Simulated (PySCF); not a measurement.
Crystal: C3SH4, in a box.

```
C S H
1.0
    13.00000    0.00000    0.00000
     0.00000   13.00000    0.00000
     0.00000    0.00000   11.00000
C S H
3 1 4
Direct
  0.42996 0.58844 0.49887
  0.44331 0.47873 0.53801
  0.52908 0.42729 0.52868
  0.63173 0.36669 0.51712
  0.37027 0.59469 0.42922
  0.40676 0.63654 0.57568
  0.50120 0.61945 0.46170
  0.37801 0.43813 0.57696
```

Base run:

* Program: PySCF 2.14.0
* Functional: TPSS
* Potentials or basis: def2-svp (all-electron)
* k mesh: 1 × 1 × 1
* Occupations: fixed
* Spin: no spin polarisation

Its results: gap between the frontier levels 2.43 eV.

**Question.** The run is repeated on the same cell with these changes: functional from TPSS to MN15-L. What comes out?

**Answer.** Gap between the frontier levels 2.98 eV.

Caveats: this is a molecule in a periodic box at the Γ point, so its band gap is the HOMO-LUMO gap; the basis of atomic orbitals isn't converged, which shifts pressures, moduli and gaps.

A k mesh can miss the band edges.

Not every run made on this cell is shown here.
